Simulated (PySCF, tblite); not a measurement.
# C₉H₈O₂S₂Se: excited states

Aim: compute the excited states of C₉H₈O₂S₂Se (`CS(=O)(=O)c1ccc(-c2cccs2)[se]1`).

Programs: tblite 0.8.0 and PySCF 2.14.0, with routines of our own; each step states its level. All values are computed. Atoms count from 0.

## 1. The starting structure

22 atoms, charge 0, multiplicity 1; geometry from: force field or distance geometry start.

## 2. Relaxing the molecule with GFN2-xTB

What the job is given:

```
{"job": {"kind": "relax", "xc": "GFN2-xTB", "basis": "xTB"}, "charge": 0, "multiplicity": 1}
C      4.175700     0.648200     0.771000
S      3.365800    -0.913000     0.488000
O      4.086400    -1.751400    -0.498800
O      3.392900    -1.632400     1.803900
C      1.715700    -0.722400     0.022000
C      1.122600    -1.129600    -1.135100
C     -0.169700    -0.878800    -1.340500
C     -0.863800    -0.217600    -0.376100
C     -2.417200     0.131500    -0.499100
C     -2.965200     0.802100     0.566200
C     -4.250100     1.136300     0.540100
C     -5.024300     0.815300    -0.524700
S     -3.840700    -0.045900    -1.626900
Se     0.587700     0.061600     0.983400
H      3.432900     1.480700     0.682200
H      4.604600     0.635900     1.804700
H      5.034300     0.772700     0.066800
H      1.737200    -1.679300    -1.904800
H     -0.693300    -1.202600    -2.270600
H     -2.291200     1.056900     1.440000
H     -4.726600     1.697800     1.408300
H     -6.023900     0.953400    -0.801500
```

Run with:

```sh
$ OMP_NUM_THREADS=1 python excited_run.py task.json out
```

One launch serves the whole session: the jobs run in the order shown.

The log of the run:

```text
step      E/eV     max force
  0   -1115.12195    6.997
  1   -1116.58422    2.165
  2   -1116.89995    1.386
  3   -1117.13945    1.169
  4   -1117.29816    0.985
  5   -1117.49056    0.975
  6   -1117.60163    0.776
  7   -1117.69694    0.740
  8   -1117.76756    0.790
  9   -1117.81206    0.633
 10   -1117.84416    0.442
 11   -1117.87038    0.454
 12   -1117.89462    0.490
 13   -1117.91603    0.397
 14   -1117.93562    0.376
 15   -1117.95079    0.307
 16   -1117.95977    0.229
 17   -1117.96514    0.171
 18   -1117.96933    0.156
 19   -1117.97471    0.224
 20   -1117.98074    0.251
 21   -1117.98564    0.177
 22   -1117.98929    0.145
 23   -1117.99291    0.152
 24   -1117.99687    0.169
 25   -1118.00053    0.159
 26   -1118.00331    0.142
 27   -1118.00550    0.129
 28   -1118.00778    0.127
 29   -1118.01014    0.128
 30   -1118.01190    0.089
 31   -1118.01297    0.065
 32   -1118.01372    0.056
 33   -1118.01436    0.058
 34   -1118.01492    0.054
 35   -1118.01541    0.056
 36   -1118.01588    0.048
 37   -1118.01639    0.056
 38   -1118.01696    0.050
 39   -1118.01757    0.061
 40   -1118.01817    0.057
 41   -1118.01880    0.058
 42   -1118.01956    0.063
 43   -1118.02053    0.072
 44   -1118.02169    0.089
 45   -1118.02282    0.072
 46   -1118.02371    0.061
 47   -1118.02445    0.066
 48   -1118.02532    0.079
 49   -1118.02655    0.093
 50   -1118.02812    0.096
 51   -1118.02986    0.093
 52   -1118.03171    0.107
 53   -1118.03383    0.116
 54   -1118.03657    0.126
 55   -1118.03965    0.151
 56   -1118.04212    0.163
 57   -1118.04457    0.185
 58   -1118.04753    0.125
 59   -1118.05161    0.130
 60   -1118.05470    0.153
 61   -1118.05795    0.108
 62   -1118.06020    0.099
 63   -1118.06248    0.114
 64   -1118.06404    0.162
 65   -1118.06612    0.101
 66   -1118.06752    0.078
 67   -1118.06842    0.074
 68   -1118.06935    0.071
 69   -1118.07019    0.067
 70   -1118.07106    0.061
 71   -1118.07211    0.071
 72   -1118.07337    0.085
 73   -1118.07469    0.113
 74   -1118.07543    0.104
 75   -1118.07658    0.125
 76   -1118.07730    0.094
 77   -1118.07819    0.076
 78   -1118.07883    0.077
 79   -1118.08006    0.066
 80   -1118.08133    0.081
 81   -1118.08274    0.091
 82   -1118.08388    0.093
 83   -1118.08495    0.084
 84   -1118.08602    0.077
 85   -1118.08710    0.077
 86   -1118.08802    0.064
 87   -1118.08868    0.059
 88   -1118.08924    0.060
 89   -1118.08989    0.057
 90   -1118.09068    0.056
 91   -1118.09135    0.049
 92   -1118.09177    0.055
 93   -1118.09202    0.035
 94   -1118.09225    0.041
 95   -1118.09254    0.043
 96   -1118.09291    0.045
 97   -1118.09330    0.041
 98   -1118.09362    0.033
 99   -1118.09394    0.042
100   -1118.09424    0.035
101   -1118.09459    0.049
102   -1118.09500    0.043
103   -1118.09559    0.070
104   -1118.09636    0.083
105   -1118.09739    0.081
106   -1118.09853    0.087
107   -1118.09980    0.076
108   -1118.10093    0.083
109   -1118.10212    0.065
110   -1118.10297    0.062
111   -1118.10371    0.047
112   -1118.10414    0.050
113   -1118.10453    0.030
114   -1118.10470    0.030
115   -1118.10478    0.015
116   -1118.10482    0.015
117   -1118.10485    0.012
118   -1118.10489    0.015
119   -1118.10492    0.015
120   -1118.10495    0.012
121   -1118.10498    0.012
122   -1118.10500    0.012
123   -1118.10503    0.014
124   -1118.10506    0.014
125   -1118.10509    0.011
126   -1118.10513    0.014
127   -1118.10518    0.025
128   -1118.10525    0.031
129   -1118.10533    0.026
130   -1118.10540    0.019
131   -1118.10548    0.022
132   -1118.10559    0.035
133   -1118.10576    0.046
134   -1118.10597    0.043
135   -1118.10615    0.024
136   -1118.10631    0.033
137   -1118.10648    0.033
138   -1118.10667    0.052
139   -1118.10690    0.041
140   -1118.10712    0.032
141   -1118.10725    0.024
142   -1118.10736    0.028
143   -1118.10750    0.027
144   -1118.10760    0.017
145   -1118.10769    0.020
146   -1118.10777    0.023
147   -1118.10788    0.025
148   -1118.10794    0.018
149   -1118.10797    0.011
150   -1118.10799    0.010
```

It took 2.4 s on 1 thread of Arm Neoverse V1, shared host.

The steps of the relaxation: (not every step is listed)

| step | energy from step 0 (eV) | largest force (eV/Å) |
| --- | --- | --- |
| 0 | 0.0000 | 6.9966 |
| 1 | -1.4623 | 2.1651 |
| 2 | -1.7780 | 1.3859 |
| 3 | -2.0175 | 1.1691 |
| 4 | -2.1762 | 0.9846 |
| 5 | -2.3686 | 0.9749 |
| 6 | -2.4797 | 0.7764 |
| 7 | -2.5750 | 0.7399 |
| 8 | -2.6456 | 0.7903 |
| 21 | -2.8637 | 0.1772 |
| 34 | -2.8930 | 0.0545 |
| 47 | -2.9025 | 0.0660 |
| 60 | -2.9327 | 0.1529 |
| 73 | -2.9527 | 0.1128 |
| 86 | -2.9661 | 0.0638 |
| 99 | -2.9720 | 0.0419 |
| 112 | -2.9822 | 0.0497 |
| 125 | -2.9831 | 0.0112 |
| 138 | -2.9847 | 0.0520 |
| 145 | -2.9857 | 0.0202 |
| 146 | -2.9858 | 0.0227 |
| 147 | -2.9859 | 0.0249 |
| 148 | -2.9860 | 0.0184 |
| 149 | -2.9860 | 0.0108 |
| 150 | -2.9860 | 0.0100 |

Distances of close pairs at the start and the end, largest changes first:

| bond | before (Å) | after (Å) | change (Å) |
| --- | --- | --- | --- |
| C4–Se13 | 1.677 | 1.846 | +0.169 |
| C7–C8 | 1.597 | 1.429 | -0.168 |
| C7–Se13 | 2.008 | 1.890 | -0.119 |
| C11–S12 | 1.832 | 1.717 | -0.115 |
| C8–S12 | 1.825 | 1.741 | -0.084 |
| C9–C10 | 1.328 | 1.406 | +0.078 |
| C5–C6 | 1.332 | 1.408 | +0.076 |
| C10–H20 | 1.138 | 1.075 | -0.063 |

The end geometry stands in the next job.

## 3. Infrared spectrum with GFN2-xTB

What the job is given:

```
{"job": {"kind": "ir", "xc": "GFN2-xTB", "basis": "xTB"}, "charge": 0, "multiplicity": 1}
C      4.141521     0.487319     0.341776
S      3.166835    -0.953631     0.853770
O      3.821290    -2.138794     0.380355
O      2.877290    -0.832401     2.261221
C      1.600647    -0.731039     0.076492
C      1.185782    -0.889800    -1.209079
C     -0.171817    -0.575325    -1.409837
C     -0.846823    -0.160219    -0.286418
C     -2.222815     0.218414    -0.217336
C     -2.928186     0.622052     0.887760
C     -4.271704     0.928220     0.608426
C     -4.584407     0.756767    -0.703848
S     -3.241996     0.218368    -1.629098
Se     0.280805    -0.153615     1.229971
H      3.606337     1.377690     0.646176
H      5.101578     0.429896     0.839484
H      4.265621     0.443745    -0.732440
H      1.839574    -1.235648    -1.991032
H     -0.652408    -0.652250    -2.370880
H     -2.473809     0.686458     1.864070
H     -4.977065     1.260223     1.348657
H     -5.526662     0.912956    -1.189824
```

The log of the run:

```text
mode    cm-1     km/mol
  1      31.1      4.01
  2      38.7      2.54
  3      48.2      0.82
  4      63.7      2.89
  5     107.2      3.28
  6     119.0      2.92
  7     128.3      4.02
  8     185.3      0.43
  9     201.4      1.89
 10     256.0      9.67
 11     268.2      0.27
 12     294.9      4.41
 13     324.0      2.92
 14     383.3     15.03
 15     411.4     18.62
 16     453.2     68.93
 17     475.6     28.86
 18     487.2     58.64
 19     520.8      0.72
 20     539.9     74.97
 21     557.5      0.44
 22     627.7      6.95
 23     648.9     20.83
 24     702.6    196.63
 25     728.4      7.15
 26     736.7     16.94
 27     795.9     14.60
 28     807.4      9.67
 29     811.6     49.20
 30     840.0    107.09
 31     845.7      2.51
 32     849.4      0.87
 33     855.7      3.36
 34     858.6      6.58
 35     932.7    147.26
 36    1066.1      4.14
 37    1076.2      1.33
 38    1086.2     33.58
 39    1108.1    349.22
 40    1168.9     11.98
 41    1174.6      1.19
 42    1209.0      3.37
 43    1249.3    443.38
 44    1269.5     39.69
 45    1300.6      5.90
 46    1348.3      5.61
 47    1420.6      9.10
 48    1431.4      1.90
 49    1432.7     51.45
 50    1441.3     60.44
 51    1519.0     10.31
 52    1550.4      0.31
 53    3061.0      2.65
 54    3078.7      1.85
 55    3084.5      4.82
 56    3085.4     19.50
 57    3107.4     17.59
 58    3120.1      8.30
 59    3134.5     14.57
 60    3167.4      2.74
```

It took 1.8 s on 1 thread of Arm Neoverse V1, shared host.

Which atoms move in the most intense modes:

| cm⁻¹ | km/mol | atoms |
| --- | --- | --- |
| 453 | 68.9 | O3 15 %, O2 15 %, C0 15 %, S1 11 % |
| 540 | 75.0 | S1 22 %, C6 13 %, C5 12 %, C4 11 % |
| 703 | 196.6 | C0 42 %, S1 35 % |
| 840 | 107.1 | H15 42 %, C0 16 %, H16 15 % |
| 933 | 147.3 | C4 58 %, C5 13 % |
| 1108 | 349.2 | O3 37 %, S1 23 %, O2 22 % |
| 1249 | 443.4 | S1 44 %, O2 35 %, O3 20 % |
| 1441 | 60.4 | C10 28 %, C11 20 %, C8 19 % |

## 4. Excited states: TDA BHandHLYP/def2-SVP

The job, as its differences from that of step 3:

```diff
@@ -1,2 +1,2 @@
-{"job": {"kind": "ir", "xc": "GFN2-xTB", "basis": "xTB"}, "charge": 0, "multiplicity": 1}
+{"job": {"kind": "states", "xc": "BHandHLYP", "basis": "def2-SVP", "tda": true, "soc": true, "nstates": 6, "ntriplets": 6, "nquad": 4}, "charge": 0, "multiplicity": 1}
 C      4.141521     0.487319     0.341776
```

With the program's defaults for keys left out, this is: TDA BHandHLYP/def2-SVP excited states, vertical, gas phase, spin-orbit mean-field couplings.

The log of the run:

```text
coarse grid: 96720 points
cycle   1  E = -3694.5454422415  dE =  3.057e+00  |g| = 1.130e+00  |ddm| = 6.027e+00
cycle   2  E = -3694.3039974354  dE =  2.414e-01  |g| = 1.630e+00  |ddm| = 2.978e+00
cycle   3  E = -3694.8094919481  dE = -5.055e-01  |g| = 1.326e-01  |ddm| = 1.932e+00
cycle   4  E = -3694.8117692333  dE = -2.277e-03  |g| = 9.857e-02  |ddm| = 2.618e-01
cycle   5  E = -3694.8142444061  dE = -2.475e-03  |g| = 2.098e-02  |ddm| = 1.288e-01
cycle   6  E = -3694.8143543528  dE = -1.099e-04  |g| = 6.922e-03  |ddm| = 3.161e-02
cycle   7  E = -3694.8143676493  dE = -1.330e-05  |g| = 2.332e-03  |ddm| = 1.049e-02
cycle   8  E = -3694.8143694609  dE = -1.812e-06  |g| = 6.561e-04  |ddm| = 3.572e-03
final grid: 202832 points
cycle   9  E = -3694.8144033106  dE = -1.175e-07  |g| = 7.309e-04  |ddm| = 2.737e-03
cycle  10  E = -3694.8144031817  dE =  1.290e-07  |g| = 1.029e-03  |ddm| = 2.062e-03
cycle  11  E = -3694.8144034761  dE = -2.944e-07  |g| = 1.158e-04  |ddm| = 1.271e-03
cycle  12  E = -3694.8144034807  dE = -4.576e-09  |g| = 4.837e-05  |ddm| = 1.867e-04
cycle  13  E = -3694.8144034820  dE = -1.332e-09  |g| = 2.556e-05  |ddm| = 1.441e-04
cycle  14  E = -3694.8144034822  dE = -2.301e-10  |g| = 5.547e-06  |ddm| = 4.655e-05
converged SCF energy = -3694.8144034822

Singlet excitations
state   eV       nm        f     d(h-e)  d(exc)  Lambda  PR(NTO)  |dmu|/D   mu/D   main configurations
  1   4.1469   299.0   0.69802   0.649   3.670   0.808   1.110    1.942    6.872   H->L 0.94
  2   5.0962   243.3   0.04039   0.612   3.483   0.687   1.339    1.390    4.409   H-1->L 0.84, H->L+1 0.08
  3   5.3711   230.8   0.00059   1.247   3.382   0.441   1.019    3.641    8.473   H->L+2 0.82, H-1->L+2 0.10
  4   5.5312   224.2   0.08790   1.702   3.764   0.623   1.225    5.320    9.831   H-2->L 0.88
  5   5.9742   207.5   0.00702   0.531   3.203   0.555   1.491                     H-1->L+2 0.57, H->L+1 0.22
  6   5.9992   206.7   0.02598   0.078   3.856   0.682   1.820                     H->L+1 0.57, H-1->L+2 0.17, H->L+2 0.09

Triplet excitations (Tamm-Dancoff)
state   eV     d(h-e)  d(exc)  Lambda  PR(NTO)   main configurations
  1   2.4157   0.175   3.315   0.809   1.163   H->L 0.90
  2   3.7613   0.177   2.846   0.728   1.932   H->L+1 0.35, H-1->L 0.33, H-3->L 0.20
  3   3.8885   0.337   2.980   0.703   1.566   H-1->L 0.55, H-3->L 0.16, H->L+1 0.16
  4   4.2693   0.905   3.149   0.623   1.132   H-2->L 0.73, H-2->L+1 0.12
  5   5.0460   0.871   3.088   0.447   1.031   H->L+2 0.63, H-1->L+2 0.27
  6   5.4565   0.238   2.824   0.709   2.247   H->L+4 0.42, H-3->L+1 0.18, H-10->L 0.09
S1 - T1 = 1.7311 eV

Spin-orbit couplings |<S|Hso|T>| (cm-1)
             T1       T2       T3       T4       T5       T6
S0        3.924    6.159    7.249    0.762  533.393   82.466
S1        1.901    5.337    6.697    2.052  195.666    3.278
S2        5.796    7.857    2.621    1.155  156.653   53.912
S3      179.193  122.526    4.702   13.668    8.023    2.532
S4        6.273    8.480    4.397    1.995   34.687   16.354
S5       58.220   85.937  157.442   23.311   70.334   30.903
S6       38.976   48.058   99.071   14.563  107.112    1.427
T1 sublevels (cm-1): 0.000 0.317 0.318   radiative rates (1/s): 2.04 1.01 1.57
```

Run time: 2.2 min. Hardware: 1 thread of Arm Neoverse V1, shared host; peak memory 1.3 GiB.

In short:

| quantity | value |
| --- | --- |
| S1 less T1 | 1.73 eV |

## 5. What came out

```
                                   quantity                  value
  strongest single infrared mode (GFN2-xTB)  1249 cm⁻¹, 443 km/mol
               zero-point energy (GFN2-xTB)          91.0 kcal/mol
S1 less T1 (step 4, TDA BHandHLYP/def2-SVP)                1.73 eV
```

**Reading.** All 60 modes are real, so the xTB geometry is a minimum. The strongest single mode, at 1249 cm⁻¹, moves mainly S1 and O2. GFN2-xTB is a fitted tight-binding method: band positions and strengths are rough. Its intensities can rank the bands wrongly. Scalar relativity is left out for the heavy atoms. In step 4, the number of triplets below S1 is 3, and the largest singlet-triplet spin-orbit coupling is S0–T5, 533.39 cm⁻¹.
